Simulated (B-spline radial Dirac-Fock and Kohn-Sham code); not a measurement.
# Internal conversion in Ta

Aim: how often a nuclear transition in Ta ejects an electron in place of a γ ray, by multipolarity.

The numbers are computed with B-spline radial Dirac-Fock and Kohn-Sham code (version 5): internal conversion coefficients: Dirac-Hartree-Slater potential of the neutral atom with a Latter tail, no hole, finite nucleus with surface currents.

**1. The system**

The Ta atom, 1s2 2s2 2p6 3s2 3p6 3d10 4s2 4p6 4d10 4f14 5s2 5p6 5d3 6s2.

```
nuclear charge     : 73
electrons          : 73
mass number        : 181
nuclear rms radius : 5.3507 fm
```

Outer shells as boxes (Hund's rule, for the drawing alone; heavy ions are jj-coupled, and the calculation averages over the configuration):

```
[Xe] core
4f [↑↓][↑↓][↑↓][↑↓][↑↓][↑↓][↑↓]
5d [↑ ][↑ ][↑ ][  ][  ]
6s [↑↓]
```

**2. 31.60 keV**

The item in task.json (cfg lists n, l and electrons):

```json
{
  "Z": 73,
  "q": 0,
  "cfg": [[1, 0, 2], [2, 0, 2], [2, 1, 6], [3, 0, 2], [3, 1, 6], [3, 2, 10], [4, 0, 2], [4, 1, 6], [4, 2, 10], [4, 3, 14], [5, 0, 2], [5, 1, 6], [5, 2, 3], [6, 0, 2]],
  "A": 181,
  "rrms": 5.3507,
  "tag": "ground",
  "do": "conversion",
  "edges": {"K": 67416.0, "L1": 11682.0, "L2": 11136.0, "L3": 9881.0, "M1": 2708.0, "M2": 2469.0, "M3": 2194.0, "M4": 1793.0, "M5": 1735.0, "N1": 563.4, "N2": 463.4, "N3": 400.9, "N4": 237.9, "N5": 226.4, "N6": 23.5, "N7": 21.6, "O1": 69.7, "O2": 42.2, "O3": 32.7},
  "gamma": [16.1, 31.6, 89.1, 111.0, 200, 392.0, 500, 589.0, 1050.0, 2000]
}
```

Command:

```console
$ python xray2_run.py task.json out
```

This run: transition_energy = 31.6.

From the run's result record (rounded, not every field):

```text
status: converged
shells: ["L1", "L2", "L3", "M1", "M2", "M3", "M4", "M5", "N1", "N2", "N3", "N4", "N5", "N6", "N7", "O1", "O2", "O3", "O4", "O5", "P1"]
binding [eV]: [11682.0, 11136.0, 9881.0, 2708.0, 2469.0, 2194.0, 1793.0, 1735.0, 563.4, 463.4, 400.9, 237.9, 226.4, 35.3158, 33.1714, 69.7, 50.5052, 41.1957, 6.43822, 5.73308, 7.01801]
E1: [0.444, 0.345, 0.468, 0.1001, 0.06768, 0.09516, 0.0129, 0.01637, 0.02475, 0.01558, 0.02161, 0.002934, 0.003686, 5.09e-05, 6.246e-05, 0.004378, 0.002302, 0.003048, 5.45e-05, 6.475e-05, 0.0003921]
E2: [3.45, 259.7, 308.8, 0.8452, 62.81, 76.97, 1.043, 0.9994, 0.217, 15.06, 18.21, 0.2447, 0.2286, 0.002158, 0.002518, 0.0387, 2.243, 2.589, 0.004566, 0.004025, 0.003472]
E3: [403.1, 22440.0, 25760.0, 108.3, 6439.0, 7251.0, 533.7, 805.7, 28.38, 1601.0, 1762.0, 131.5, 197.9, 0.1822, 0.1573, 5.089, 240.3, 251.8, 2.472, 3.521, 0.4567]
E4: [13070.0, 812100.0, 938900.0, 4399.0, 303400.0, 320700.0, 180600.0, 218400.0, 1226.0, 79660.0, 81170.0, 45850.0, 54980.0, 77.02, 137.7, 223.1, 12080.0, 11700.0, 865.5, 981.5, 20.06]
M1: [15.3, 1.511, 0.1996, 3.447, 0.3671, 0.0482, 0.004499, 0.002712, 0.8519, 0.08803, 0.01132, 0.001074, 0.0006349, 8.721e-06, 7.467e-06, 0.1506, 0.01311, 0.001608, 2.009e-05, 1.122e-05, 0.01349]
M2: [937.7, 66.41, 457.6, 238.7, 19.01, 120.7, 1.845, 0.1617, 60.61, 4.722, 28.89, 0.4566, 0.03896, 0.0004645, 0.0002125, 10.78, 0.7083, 4.117, 0.008587, 0.0006912, 0.9667]
M3: [23130.0, 1754.0, 110800.0, 7846.0, 653.0, 32370.0, 407.0, 621.8, 2114.0, 171.2, 7923.0, 103.5, 154.9, 0.242, 0.01609, 380.9, 25.96, 1134.0, 1.954, 2.76, 34.21]
M4: [428800.0, 38270.0, 6489000.0, 212400.0, 19250.0, 2404000.0, 36640.0, 364800.0, 61590.0, 5373.0, 617800.0, 9678.0, 92610.0, 115.3, 75.42, 11280.0, 824.9, 89270.0, 183.7, 1655.0, 1015.0]
```

**3. 111.0 keV**

This run: transition_energy = 111.0.

From the run's result record (rounded, not every field):

```text
status: converged
shells: ["K", "L1", "L2", "L3", "M1", "M2", "M3", "M4", "M5", "N1", "N2", "N3", "N4", "N5", "N6", "N7", "O1", "O2", "O3", "O4", "O5", "P1"]
binding [eV]: [67416.0, 11682.0, 11136.0, 9881.0, 2708.0, 2469.0, 2194.0, 1793.0, 1735.0, 563.4, 463.4, 400.9, 237.9, 226.4, 35.3158, 33.1714, 69.7, 50.5052, 41.1957, 6.43822, 5.73308, 7.01801]
E1: [0.2296, 0.02483, 0.006913, 0.007581, 0.005413, 0.001587, 0.001795, 7.204e-05, 8.648e-05, 0.001328, 0.0003758, 0.0004193, 1.745e-05, 2.074e-05, 7.894e-08, 9.969e-08, 0.0002344, 5.581e-05, 5.946e-05, 3.271e-07, 3.676e-07, 2.099e-05]
E2: [0.7399, 0.07716, 0.6724, 0.5884, 0.0178, 0.1659, 0.1499, 0.001634, 0.001349, 0.004432, 0.03992, 0.0356, 0.0003992, 0.0003237, 1.061e-06, 1.216e-06, 0.0007851, 0.005948, 0.005066, 7.494e-06, 5.739e-06, 7.035e-05]
E3: [1.919, 0.5481, 18.39, 14.08, 0.1591, 4.769, 3.705, 0.09191, 0.1161, 0.04168, 1.161, 0.8866, 0.0228, 0.02865, 2.32e-05, 1.782e-05, 0.007464, 0.1733, 0.1263, 0.0004289, 0.00051, 0.00067]
E4: [4.947, 8.416, 291.9, 209.7, 2.642, 79.94, 56.97, 7.142, 6.89, 0.7038, 19.7, 13.74, 1.795, 1.719, 0.001028, 0.001567, 0.1265, 2.95, 1.96, 0.03384, 0.03064, 0.01136]
M1: [2.706, 0.3874, 0.03672, 0.004441, 0.08724, 0.0091, 0.001104, 4.63e-05, 3.094e-05, 0.02156, 0.002191, 0.0002607, 1.136e-05, 7.481e-06, 3.099e-08, 3.059e-08, 0.00381, 0.0003265, 3.706e-05, 2.134e-07, 1.328e-07, 0.0003414]
M2: [19.14, 4.505, 0.553, 0.9161, 1.083, 0.143, 0.2413, 0.003354, 0.0003727, 0.2715, 0.03477, 0.05772, 0.0008347, 9.059e-05, 4.526e-07, 2.653e-07, 0.04816, 0.005192, 0.008225, 1.571e-05, 1.609e-06, 0.004317]
M3: [73.92, 38.44, 6.571, 40.69, 10.1, 1.789, 11.34, 0.1758, 0.1016, 2.587, 0.4403, 2.747, 0.0442, 0.02528, 3.501e-05, 3.58e-06, 0.4609, 0.06591, 0.3924, 0.0008332, 0.0004505, 0.04134]
M4: [251.1, 316.0, 70.28, 792.9, 91.41, 20.23, 238.3, 5.03, 10.12, 23.92, 5.043, 58.73, 1.278, 2.548, 0.003492, 0.00101, 4.284, 0.757, 8.418, 0.02414, 0.04549, 0.3845]
```

**4. 392.0 keV**

This run: transition_energy = 392.0.

From the run's result record (rounded, not every field):

```text
status: converged
shells: ["K", "L1", "L2", "L3", "M1", "M2", "M3", "M4", "M5", "N1", "N2", "N3", "N4", "N5", "N6", "N7", "O1", "O2", "O3", "O4", "O5", "P1"]
binding [eV]: [67416.0, 11682.0, 11136.0, 9881.0, 2708.0, 2469.0, 2194.0, 1793.0, 1735.0, 563.4, 463.4, 400.9, 237.9, 226.4, 35.3158, 33.1714, 69.7, 50.5052, 41.1957, 6.43822, 5.73308, 7.01801]
E1: [0.009901, 0.001218, 0.0001411, 0.0001276, 0.0002682, 3.447e-05, 3.203e-05, 4.026e-07, 5.187e-07, 6.593e-05, 8.269e-06, 7.577e-06, 9.967e-08, 1.271e-07, 1.308e-10, 2.049e-10, 1.164e-05, 1.231e-06, 1.077e-06, 1.875e-09, 2.261e-09, 1.043e-06]
E2: [0.02804, 0.003592, 0.002827, 0.001464, 0.0008007, 0.0007065, 0.000377, 3.217e-06, 2.309e-06, 0.0001974, 0.0001704, 8.975e-05, 7.992e-07, 5.657e-07, 6.111e-10, 8.035e-10, 3.489e-05, 2.54e-05, 1.278e-05, 1.504e-08, 1.006e-08, 3.126e-06]
E3: [0.07523, 0.01139, 0.02641, 0.009983, 0.00264, 0.006715, 0.002603, 2.857e-05, 2.296e-05, 0.0006572, 0.001626, 0.0006213, 7.12e-06, 5.674e-06, 4.103e-09, 3.344e-09, 0.0001164, 0.0002426, 8.849e-05, 1.341e-07, 1.01e-07, 1.043e-05]
E4: [0.2006, 0.03954, 0.1638, 0.05338, 0.00965, 0.04231, 0.01404, 0.0005441, 0.0003092, 0.002432, 0.01028, 0.003359, 0.0001364, 7.691e-05, 3.25e-08, 2.805e-08, 0.0004319, 0.001536, 0.0004786, 2.571e-06, 1.371e-06, 3.873e-05]
M1: [0.08264, 0.01167, 0.000978, 0.0001097, 0.002621, 0.0002444, 2.781e-05, 4.011e-07, 3.48e-07, 0.0006473, 5.895e-05, 6.596e-06, 9.96e-08, 8.539e-08, 9.132e-11, 1.306e-10, 0.0001144, 8.787e-06, 9.382e-07, 1.874e-09, 1.519e-09, 1.025e-05]
M2: [0.2739, 0.0456, 0.005792, 0.002166, 0.01051, 0.001467, 0.0005676, 6.753e-06, 1.258e-06, 0.00261, 0.0003547, 0.0001356, 1.685e-06, 3.087e-07, 4.465e-10, 4.108e-10, 0.000462, 5.292e-05, 1.933e-05, 3.174e-08, 5.491e-09, 4.141e-05]
M3: [0.7547, 0.152, 0.02805, 0.0286, 0.03605, 0.007204, 0.007693, 0.0001076, 2.092e-05, 0.009017, 0.001748, 0.001849, 2.698e-05, 5.193e-06, 5.986e-09, 1.516e-09, 0.001598, 0.000261, 0.0002638, 5.085e-07, 9.254e-08, 0.0001433]
M4: [2.043, 0.5011, 0.1236, 0.2172, 0.1224, 0.03224, 0.05992, 0.001102, 0.0005246, 0.03084, 0.007852, 0.01449, 0.0002772, 0.0001312, 1.532e-07, 1.895e-08, 0.005475, 0.001173, 0.002069, 5.227e-06, 2.34e-06, 0.000491]
```

**5. 589.0 keV**

This run: transition_energy = 589.0.

From the run's result record (rounded, not every field):

```text
status: converged
shells: ["K", "L1", "L2", "L3", "M1", "M2", "M3", "M4", "M5", "N1", "N2", "N3", "N4", "N5", "N6", "N7", "O1", "O2", "O3", "O4", "O5", "P1"]
binding [eV]: [67416.0, 11682.0, 11136.0, 9881.0, 2708.0, 2469.0, 2194.0, 1793.0, 1735.0, 563.4, 463.4, 400.9, 237.9, 226.4, 35.3158, 33.1714, 69.7, 50.5052, 41.1957, 6.43822, 5.73308, 7.01801]
E1: [0.004078, 0.0005116, 4.407e-05, 3.84e-05, 0.0001129, 1.086e-05, 9.714e-06, 8.207e-08, 1.18e-07, 2.777e-05, 2.61e-06, 2.302e-06, 2.038e-08, 2.9e-08, 1.865e-11, 3.52e-11, 4.903e-06, 3.888e-07, 3.274e-07, 3.834e-10, 5.159e-10, 4.393e-07]
E2: [0.0107, 0.001413, 0.0005772, 0.0002509, 0.0003152, 0.0001445, 6.464e-05, 4.929e-07, 3.687e-07, 7.772e-05, 3.486e-05, 1.539e-05, 1.227e-07, 9.062e-08, 6.556e-11, 9.896e-11, 1.373e-05, 5.198e-06, 2.19e-06, 2.309e-09, 1.612e-09, 1.23e-06]
E3: [0.02581, 0.00385, 0.004003, 0.001166, 0.0008797, 0.001015, 0.0003034, 2.772e-06, 1.9e-06, 0.0002182, 0.0002455, 7.238e-05, 6.914e-07, 4.693e-07, 3.051e-10, 2.95e-10, 3.86e-05, 3.663e-05, 1.031e-05, 1.302e-08, 8.354e-09, 3.459e-06]
E4: [0.06034, 0.01057, 0.01903, 0.00463, 0.002489, 0.004881, 0.001215, 3.303e-05, 1.492e-05, 0.0006219, 0.001184, 0.0002903, 8.275e-06, 3.707e-06, 1.642e-09, 1.264e-09, 0.0001102, 0.0001768, 4.136e-05, 1.559e-07, 6.604e-08, 9.878e-06]
M1: [0.02863, 0.004012, 0.0003106, 3.54e-05, 0.0009003, 7.773e-05, 9.008e-06, 8.685e-08, 9.053e-08, 0.0002223, 1.875e-05, 2.138e-06, 2.16e-08, 2.226e-08, 1.449e-11, 2.653e-11, 3.927e-05, 2.795e-06, 3.041e-07, 4.066e-10, 3.961e-10, 3.519e-06]
M2: [0.08063, 0.01262, 0.001457, 0.000343, 0.002882, 0.0003679, 8.958e-05, 9.63e-07, 2.392e-07, 0.0007145, 8.893e-05, 2.139e-05, 2.404e-07, 5.883e-08, 5.251e-11, 6.194e-11, 0.0001264, 1.326e-05, 3.047e-06, 4.527e-09, 1.047e-09, 1.133e-05]
M3: [0.1875, 0.03331, 0.005516, 0.003254, 0.007757, 0.001407, 0.0008685, 1.107e-05, 1.677e-06, 0.001932, 0.0003409, 0.0002084, 2.773e-06, 4.157e-07, 4.122e-10, 1.668e-10, 0.0003421, 5.088e-05, 2.971e-05, 5.225e-08, 7.403e-09, 3.066e-05]
M4: [0.4241, 0.08595, 0.01898, 0.01941, 0.02044, 0.004894, 0.005274, 8.578e-05, 2.604e-05, 0.005115, 0.001189, 0.001271, 2.155e-05, 6.498e-06, 6.85e-09, 8.38e-10, 0.0009068, 0.0001775, 0.0001814, 4.061e-07, 1.158e-07, 8.128e-05]
```

**6. 2000 keV**

This run: transition_energy = 2000.

From the run's result record (rounded, not every field):

```text
status: converged
shells: ["K", "L1", "L2", "L3", "M1", "M2", "M3", "M4", "M5", "N1", "N2", "N3", "N4", "N5", "N6", "N7", "O1", "O2", "O3", "O4", "O5", "P1"]
binding [eV]: [67416.0, 11682.0, 11136.0, 9881.0, 2708.0, 2469.0, 2194.0, 1793.0, 1735.0, 563.4, 463.4, 400.9, 237.9, 226.4, 35.3158, 33.1714, 69.7, 50.5052, 41.1957, 6.43822, 5.73308, 7.01801]
E1: [0.0004425, 5.674e-05, 1.924e-06, 1.948e-06, 1.256e-05, 4.797e-07, 4.966e-07, 1.043e-09, 3.574e-09, 3.09e-06, 1.156e-07, 1.179e-07, 2.6e-10, 8.814e-10, 1.087e-13, 6.288e-13, 5.456e-07, 1.724e-08, 1.678e-08, 4.897e-12, 1.569e-11, 4.89e-08]
E2: [0.0009699, 0.0001285, 9.542e-06, 3.501e-06, 2.858e-05, 2.392e-06, 8.976e-07, 2.919e-09, 4.836e-09, 7.041e-06, 5.772e-07, 2.134e-07, 7.283e-10, 1.193e-09, 1.831e-13, 7.939e-13, 1.244e-06, 8.606e-08, 3.038e-08, 1.372e-11, 2.124e-11, 1.115e-07]
E3: [0.001787, 0.0002461, 3.304e-05, 6.378e-06, 5.51e-05, 8.323e-06, 1.643e-06, 7.139e-09, 7.193e-09, 1.36e-05, 2.011e-06, 3.911e-07, 1.783e-09, 1.775e-09, 3.46e-13, 1.089e-12, 2.403e-06, 2.998e-07, 5.568e-08, 3.358e-11, 3.16e-11, 2.153e-07]
E4: [0.002976, 0.0004272, 8.633e-05, 1.204e-05, 9.634e-05, 2.184e-05, 3.12e-06, 2.358e-08, 1.192e-08, 2.382e-05, 5.282e-06, 7.436e-07, 5.897e-09, 2.945e-09, 7.305e-13, 1.594e-12, 4.21e-06, 7.878e-07, 1.059e-07, 1.111e-10, 5.244e-11, 3.773e-07]
M1: [0.001396, 0.0001919, 1.021e-05, 1.911e-06, 4.291e-05, 2.561e-06, 4.876e-07, 1.095e-09, 3.428e-09, 1.059e-05, 6.181e-07, 1.158e-07, 2.731e-10, 8.453e-10, 1.019e-13, 6.114e-13, 1.871e-06, 9.215e-08, 1.648e-08, 5.143e-12, 1.505e-11, 1.677e-07]
M2: [0.003193, 0.0004511, 3.165e-05, 3.546e-06, 0.0001014, 7.963e-06, 9.114e-07, 3.911e-09, 4.393e-09, 2.504e-05, 1.923e-06, 2.168e-07, 9.766e-10, 1.083e-09, 1.673e-13, 7.381e-13, 4.425e-06, 2.868e-07, 3.086e-08, 1.84e-11, 1.929e-11, 3.966e-07]
M3: [0.005367, 0.0007844, 7.186e-05, 9.333e-06, 0.0001773, 1.814e-05, 2.436e-06, 1.849e-08, 6.321e-09, 4.384e-05, 4.384e-06, 5.816e-07, 4.625e-09, 1.56e-09, 3.491e-13, 9.653e-13, 7.75e-06, 6.538e-07, 8.286e-08, 8.716e-11, 2.777e-11, 6.946e-07]
M4: [0.008328, 0.001263, 0.0001457, 2.854e-05, 0.0002871, 3.692e-05, 7.54e-06, 7.473e-08, 1.31e-08, 7.112e-05, 8.932e-06, 1.805e-06, 1.872e-08, 3.241e-09, 1.283e-12, 1.359e-12, 1.258e-05, 1.332e-06, 2.573e-07, 3.529e-10, 5.773e-11, 1.127e-06]
```

**7. Tables and plots**

Sums over all open shells:

```tsv
energy (keV)	E1	M1	E2	M2	E3	M3	deepest shell
31.60	1.63	22.0	753	1950	68000	190000	L1
111.0	0.280	3.26	2.51	27.0	46.2	190	K
392.0	0.0118	0.0991	0.0384	0.344	0.138	1.03	K
589.0	0.00484	0.0343	0.0136	0.0994	0.0377	0.243	K
2000	5.21e-04	0.00166	0.00115	0.00382	0.00216	0.00649	K
```

Subshell ratios at 392.0 keV, which tell multipoles apart:

```tsv
multipole	L1/L2	L1/L3	K/L
E1	8.63	9.54	6.66
M1	11.9	106	6.48
E2	1.27	2.45	3.56
M2	7.87	21.1	5.11
E3	0.431	1.14	1.57
M3	5.42	5.32	3.62
```

**8. Outcome**

| quantity | value |
| --- | --- |
| E1, M1, E2 at 392.0 keV | 0.0118, 0.0991, 0.0384 |
| share of decays by electrons for M1 there | 9.02 % |

What this shows: At 392.0 keV conversion outweighs γ emission for M3. The K shell opens within this range. L1/L3 is 106 for M1 and 2.45 for E2, so the L lines reveal the mixture. Pair formation and nuclear penetration beyond the surface-current model are left out.
